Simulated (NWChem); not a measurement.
# C8H18 (4-methylheptane): levels of theory compared

We compute a comparison of 4 runs (HF/STO-3G, HF/3-21G, B3LYP/6-31G*) of C8H18 (4-methylheptane). 

Program for the calculation: NWChem 7.3.0.

## 1. The molecule

The species is C8H18 (26 atoms), meant as a singlet with charge 0. As SMILES, `CCCC(C)CCC`. The coordinates come from a PBE0-D4/def2-TZVP relaxation. This is one conformer, not always the lowest.

Some bond lengths: C1–C2 1.519 Å, C2–C3 1.521 Å, C3–C4 1.531 Å, C4–C5 1.523 Å, C4–C6 1.527 Å, C6–C7 1.520 Å, C7–C8 1.519 Å, C1–H9 1.094 Å, C1–H10 1.092 Å, C1–H11 1.094 Å, C2–H12 1.095 Å, C2–H13 1.095 Å, C3–H14 1.097 Å, C3–H15 1.096 Å, C4–H16 1.099 Å, C5–H17 1.093 Å. Some angles: C1–C2–C3 112.2°, C2–C3–C4 115.9°, C3–C4–C5 111.8°, C3–C4–C6 113.5°, C5–C4–C6 110.4°, C4–C6–C7 115.1°, C6–C7–C8 112.6°, C1–C2–H12 109.3°, C1–C2–H13 109.2°, C3–C2–H12 110.0°.

## 2. Energy and gradient at HF/STO-3G (run 1)

File input.nw:

```
start input
memory 2200 mb

geometry units bohr noautosym nocenter noautoz
  C     -1.53275686    -1.96663798    -5.49437871
  C     -1.46737234    -0.36131564    -3.11540249
  C     -1.46000240    -1.96096880    -0.72659969
  C     -1.49023802    -0.50115537     1.77124030
  C     -3.98656623     0.87191963     2.17734244
  C      0.72130846     1.32961130     2.06112428
  C      3.32497312     0.14191843     1.82415263
  C      5.44071049     2.00707812     2.35573259
  H     -3.22803017    -3.14752783    -5.54804693
  H     -1.52293028    -0.80388949    -7.20023448
  H      0.10223418    -3.22821914    -5.58489659
  H     -3.09423756     0.91689512    -3.10652078
  H      0.21183830     0.84810908    -3.15451982
  H     -3.10670975    -3.21990434    -0.76174860
  H      0.19350796    -3.20705421    -0.77044134
  H     -1.31014712    -1.91769407     3.27829688
  H     -4.05346254     1.74516208     4.04817130
  H     -5.59037679    -0.42159790     2.02484154
  H     -4.25717501     2.37708649     0.78782682
  H      0.56956345     2.23970340     3.91778020
  H      0.53743811     2.86217919     0.67652195
  H      3.46481285    -1.46208110     3.12881954
  H      3.56969265    -0.64420764    -0.07445521
  H      5.29671335     2.77090542     4.27078104
  H      5.36795603     3.60446361     1.04596341
  H      7.29887818     1.12741061     2.16808278
end

basis spherical bse
  C library STO-3G
  H library STO-3G
end

scf
  thresh 1e-08
  maxiter 80
  print low
end

task scf gradient
```

Run with:

```console
$ nwchem input.nw > input.out
```

Log:

```text
[...]
  functions       =    58
[...]
  wavefunction    = RHF
[...]
         Total SCF energy =   -309.778366777311
      One-electron energy =  -1221.067894725070
      Two-electron energy =    506.797520907721
 Nuclear repulsion energy =    404.492007040038
        Time for solution =     19.5s
[...]
                         RHF ENERGY GRADIENTS
    atom               coordinates                        gradient
                 x          y          z           x          y          z
   1 C      -1.532757  -1.966638  -5.494379    0.000570   0.016982   0.020781
   2 C      -1.467372  -0.361316  -3.115402   -0.000789  -0.030531   0.001880
   3 C      -1.460002  -1.960969  -0.726600    0.001126   0.031114   0.001346
   4 C      -1.490238  -0.501155   1.771240   -0.003601   0.017539  -0.015450
   5 C      -3.986566   0.871920   2.177342    0.023559  -0.014677  -0.003262
   6 C       0.721308   1.329611   2.061124    0.005000  -0.034829  -0.005226
   7 C       3.324973   0.141918   1.824153   -0.006251   0.030788   0.006869
   8 C       5.440710   2.007078   2.355733   -0.017882  -0.019304  -0.005506
   9 H      -3.228030  -3.147528  -5.548047   -0.004872  -0.004215  -0.000715
  10 H      -1.522930  -0.803889  -7.200234    0.000016   0.001632  -0.005697
  11 H       0.102234  -3.228219  -5.584897    0.004758  -0.004536  -0.000860
[...]
```

Wall time 23 s (1 thread of Intel Xeon Platinum 8259CL at 2.50GHz (Skylake/Cascade Lake), shared host); peak memory 0.098 GiB.

## 3. Energy and forces at HF/3-21G (run 2)

File run.nw:

```
start run
title "C8H18 gradient"
memory 2200 mb
geometry units angstroms noautosym nocenter noautoz
   C       -0.811100      -1.040700      -2.907500
   C       -0.776500      -0.191200      -1.648600
   C       -0.772600      -1.037700      -0.384500
   C       -0.788600      -0.265200       0.937300
   C       -2.109600       0.461400       1.152200
   C        0.381700       0.703600       1.090700
   C        1.759500       0.075100       0.965300
   C        2.879100       1.062100       1.246600
   H       -1.708200      -1.665600      -2.935900
   H       -0.805900      -0.425400      -3.810200
   H        0.054100      -1.708300      -2.955400
   H       -1.637400       0.485200      -1.643900
   H        0.112100       0.448800      -1.669300
   H       -1.644000      -1.703900      -0.403100
   H        0.102400      -1.697100      -0.407700
   H       -0.693300      -1.014800       1.734800
   H       -2.145000       0.923500       2.142200
   H       -2.958300      -0.223100       1.071500
   H       -2.252800       1.257900       0.416900
   H        0.301400       1.185200       2.073200
   H        0.284400       1.514600       0.358000
   H        1.833500      -0.773700       1.655700
   H        1.889000      -0.340900      -0.039400
   H        2.802900       1.466300       2.260000
   H        2.840600       1.907400       0.553500
   H        3.862400       0.596600       1.147300
end
basis "ao basis" spherical bse
   C library 3-21G
   H library 3-21G
end
scf
   nopen 0
   rhf
   thresh 1e-08
   maxiter 80
end
task scf gradient
```

Run with:

```console
$ nwchem run.nw > run.out
```

Log:

```text
[...]
  functions       =   108
[...]
  wavefunction    = RHF
[...]
         Total SCF energy =   -311.703615670018
      One-electron energy =  -1221.310438437565
      Two-electron energy =    505.114786579667
 Nuclear repulsion energy =    404.492036187880
        Time for solution =     23.1s
[...]
                         RHF ENERGY GRADIENTS
    atom               coordinates                        gradient
                 x          y          z           x          y          z
   1 C      -1.532757  -1.966638  -5.494378    0.000442   0.011395   0.014448
   2 C      -1.467372  -0.361316  -3.115402   -0.000273  -0.022637  -0.000767
   3 C      -1.460002  -1.960969  -0.726600   -0.000023   0.019240   0.000491
   4 C      -1.490238  -0.501155   1.771240   -0.003068   0.012422  -0.011128
   5 C      -3.986566   0.871920   2.177342    0.014733  -0.009306  -0.001019
   6 C       0.721308   1.329611   2.061124    0.003787  -0.021627  -0.002166
   7 C       3.324973   0.141918   1.824152   -0.002881   0.021830   0.005301
   8 C       5.440710   2.007078   2.355732   -0.012438  -0.012969  -0.003780
   9 H      -3.228030  -3.147528  -5.548047   -0.004216  -0.003526  -0.000528
  10 H      -1.522930  -0.803889  -7.200234    0.000019   0.002462  -0.004806
  11 H       0.102234  -3.228219  -5.584896    0.004050  -0.003743  -0.000616
[...]
```

Wall time 28 s (1 thread of Intel Xeon Platinum 8259CL at 2.50GHz (Skylake/Cascade Lake), shared host); peak memory 0.1 GiB.

## 4. Energy and forces at B3LYP/6-31G(d) (Cartesian functions) (run 3)

File c8h18.nw:

```
start c8h18
memory 2200 mb
geometry noautosym nocenter noautoz
  C       -0.811100      -1.040700      -2.907500
  C       -0.776500      -0.191200      -1.648600
  C       -0.772600      -1.037700      -0.384500
  C       -0.788600      -0.265200       0.937300
  C       -2.109600       0.461400       1.152200
  C        0.381700       0.703600       1.090700
  C        1.759500       0.075100       0.965300
  C        2.879100       1.062100       1.246600
  H       -1.708200      -1.665600      -2.935900
  H       -0.805900      -0.425400      -3.810200
  H        0.054100      -1.708300      -2.955400
  H       -1.637400       0.485200      -1.643900
  H        0.112100       0.448800      -1.669300
  H       -1.644000      -1.703900      -0.403100
  H        0.102400      -1.697100      -0.407700
  H       -0.693300      -1.014800       1.734800
  H       -2.145000       0.923500       2.142200
  H       -2.958300      -0.223100       1.071500
  H       -2.252800       1.257900       0.416900
  H        0.301400       1.185200       2.073200
  H        0.284400       1.514600       0.358000
  H        1.833500      -0.773700       1.655700
  H        1.889000      -0.340900      -0.039400
  H        2.802900       1.466300       2.260000
  H        2.840600       1.907400       0.553500
  H        3.862400       0.596600       1.147300
end
basis
  * library 6-31G*
end
dft
  xc b3lyp
  mult 1
  grid fine
  convergence energy 1e-08
  iterations 100
  mulliken
  print low
end
task dft gradient
```

Run with:

```console
$ nwchem c8h18.nw > c8h18.out
```

Log:

```text
[...]
 d= 0,ls=0.0,diis     1   -315.6267866995 -7.20D+02  5.14D-03  8.31D-01    16.2
[...]
 d= 0,ls=0.0,diis     8   -315.7079445121 -4.44D-10  8.84D-07  2.21D-08   108.1
         Total DFT energy =     -315.707944512140
      One electron energy =    -1224.941266705912
           Coulomb energy =      554.981607273872
    Exchange-Corr. energy =      -50.240321267980
 Nuclear repulsion energy =      404.492036187880
[...]
                         DFT ENERGY GRADIENTS
    atom               coordinates                        gradient
                 x          y          z           x          y          z
   1 C      -1.532757  -1.966638  -5.494378    0.000093   0.002079   0.004115
   2 C      -1.467372  -0.361316  -3.115402   -0.000019  -0.004173   0.001085
   3 C      -1.460002  -1.960969  -0.726600    0.000142   0.005073  -0.000152
   4 C      -1.490238  -0.501155   1.771240    0.000081   0.002749  -0.003040
   5 C      -3.986566   0.871920   2.177342    0.004268  -0.002077  -0.001270
   6 C       0.721308   1.329611   2.061124    0.000665  -0.004735  -0.001364
   7 C       3.324973   0.141918   1.824152   -0.001610   0.004094   0.000959
   8 C       5.440710   2.007078   2.355732   -0.003720  -0.002569  -0.000835
   9 H      -3.228030  -3.147528  -5.548047    0.001890   0.001475   0.000434
  10 H      -1.522930  -0.803889  -7.200234    0.000003  -0.001201   0.002235
  11 H       0.102234  -3.228219  -5.584896   -0.001753   0.001529   0.000473
[...]
```

Run time: 2.2 min. Hardware: 1 thread of Intel Xeon Platinum 8259CL at 2.50GHz (Skylake/Cascade Lake), shared host; peak memory 0.15 GiB.

## 5. Energy and forces at B3LYP/6-31G(d) (spherical functions) (run 4)

File c8h18.nw:

```
start c8h18
memory stack 880 mb heap 220 mb global 1100 mb
charge 0

geometry noautosym nocenter noautoz
  C    -0.811100   -1.040700   -2.907500
  C    -0.776500   -0.191200   -1.648600
  C    -0.772600   -1.037700   -0.384500
  C    -0.788600   -0.265200    0.937300
  C    -2.109600    0.461400    1.152200
  C     0.381700    0.703600    1.090700
  C     1.759500    0.075100    0.965300
  C     2.879100    1.062100    1.246600
  H    -1.708200   -1.665600   -2.935900
  H    -0.805900   -0.425400   -3.810200
  H     0.054100   -1.708300   -2.955400
  H    -1.637400    0.485200   -1.643900
  H     0.112100    0.448800   -1.669300
  H    -1.644000   -1.703900   -0.403100
  H     0.102400   -1.697100   -0.407700
  H    -0.693300   -1.014800    1.734800
  H    -2.145000    0.923500    2.142200
  H    -2.958300   -0.223100    1.071500
  H    -2.252800    1.257900    0.416900
  H     0.301400    1.185200    2.073200
  H     0.284400    1.514600    0.358000
  H     1.833500   -0.773700    1.655700
  H     1.889000   -0.340900   -0.039400
  H     2.802900    1.466300    2.260000
  H     2.840600    1.907400    0.553500
  H     3.862400    0.596600    1.147300
end

basis spherical bse
  * library 6-31G*
end

dft
  xc b3lyp
  grid fine
  convergence energy 1e-08
  iterations 100
  mulliken
  print low
end

task dft gradient
```

Run with:

```console
$ nwchem c8h18.nw > c8h18.out
```

Log:

```text
[...]
 d= 0,ls=0.0,diis     1   -315.6249099244 -7.20D+02  5.34D-03  6.13D-01    15.9
[...]
 d= 0,ls=0.0,diis     8   -315.7024566326 -4.52D-10  8.69D-07  2.02D-08   104.1
         Total DFT energy =     -315.702456632607
      One electron energy =    -1225.005569532008
           Coulomb energy =      555.121654090933
    Exchange-Corr. energy =      -50.310577379411
 Nuclear repulsion energy =      404.492036187880
[...]
                         DFT ENERGY GRADIENTS
    atom               coordinates                        gradient
                 x          y          z           x          y          z
   1 C      -1.532757  -1.966638  -5.494378    0.000095   0.002173   0.004224
   2 C      -1.467372  -0.361316  -3.115402   -0.000019  -0.004375   0.001090
   3 C      -1.460002  -1.960969  -0.726600    0.000142   0.005215  -0.000172
   4 C      -1.490238  -0.501155   1.771240    0.000058   0.002880  -0.003156
   5 C      -3.986566   0.871920   2.177342    0.004373  -0.002152  -0.001262
   6 C       0.721308   1.329611   2.061124    0.000706  -0.004912  -0.001365
   7 C       3.324973   0.141918   1.824152   -0.001652   0.004291   0.001001
   8 C       5.440710   2.007078   2.355732   -0.003815  -0.002678  -0.000863
   9 H      -3.228030  -3.147528  -5.548047    0.001930   0.001500   0.000428
  10 H      -1.522930  -0.803889  -7.200234    0.000003  -0.001236   0.002269
  11 H       0.102234  -3.228219  -5.584896   -0.001792   0.001555   0.000467
[...]
```

Wall time 2.2 min (1 thread of Intel Xeon Platinum 8259CL at 2.50GHz (Skylake/Cascade Lake), shared host); peak memory 0.14 GiB.

## 6. Overview of the runs

```csv
run,level,Cartesian functions,iteration cap,energy (Eh),largest force (eV/Å),wall time
1,HF/STO-3G,no,80,-309.778367,1.829,23 s
2,HF/3-21G,no,80,-311.703616,1.165,28 s
3,B3LYP/6-31G* (Cartesian functions),yes,100,-315.707945,0.261,2.2 min
4,B3LYP/6-31G* (spherical functions),no,100,-315.702457,0.268,2.2 min
```

## 7. Results

| quantity | value |
| --- | --- |
| run 4: total energy | -315.70246 Eh |
| run 4: largest force on an atom | 0.268 eV/Å |

In words: In run 1 the basis is minimal, so the values are rough. All runs together took 5.3 min, the longest 2.2 min.
